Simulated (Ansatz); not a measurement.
Input of an Ansatz 0.2.0 run:

Contents of input.yaml:

```yaml
crystal:
  lattice:
    - [7.05684, 0.0, 0.0]
    - [0.0, 3.9806, 0.0]
    - [-2.67333, 0.0, 8.68168]
  atoms:
    - { symbol: Cs, position: [0.07739, 0.0, 0.37706] }
    - { symbol: Li, position: [0.86424, 0.5, 0.78883] }
    - { symbol: Cr, position: [0.12646, 0.0, 0.94616], spin: 3.0 }
    - { symbol: Cr, position: [0.5929, 0.5, 0.97165], spin: 3.0 }
    - { symbol: Te, position: [0.50838, 0.0, 0.1527] }
    - { symbol: Te, position: [0.55612, 0.0, 0.74893] }
    - { symbol: S, position: [0.87426, 0.0, 0.68502] }
    - { symbol: S, position: [0.25176, 0.5, 0.84402] }
    - { symbol: S, position: [0.96294, 0.5, 0.05357] }
hamiltonian:
  xc: pbe
  pseudopotentials: { kind: paw }
magnetization:
  spin_polarized: true
kpoints:
  mp_grid: { grid: [3, 5, 3] }
scf:
  occupations: { method: fermi_dirac, width: 0.05 }
  n_extra_bands: 36
output:
  eigenvalues: true
  optics: { e_range: [0, 14], sigma: 0.05, nscf_kmesh: { grid: [4, 7, 4] } }
  write_density: true
  write_potential: true
  elf: true
  volumetric_format: npy
```

Potentials or basis: Ansatz PAW.

The run is started by

```sh
$ ansatz run input.yaml --threads 8 --pin off --max-ram 20480MiB --backend cpu --events-out ev --progress --plain --runs-dir out
```

(1) Estimate the net moment.

(2) Estimate the absolute moment.

(3) Estimate the site moments.

Answers

(1) 6.00 μB per cell.

(2) 7.21 μB per cell.

(3) Cs +0.00; Li +0.00; Cr +2.89, +2.69; Te -0.13, -0.04; S -0.03, -0.10, -0.05 μB.

Caveat: odd divisions of the mesh miss points on the zone boundary, where band edges often lie, so the gap on the mesh can be too wide; spin-orbit coupling is left out, which moves the levels of the heavy elements.
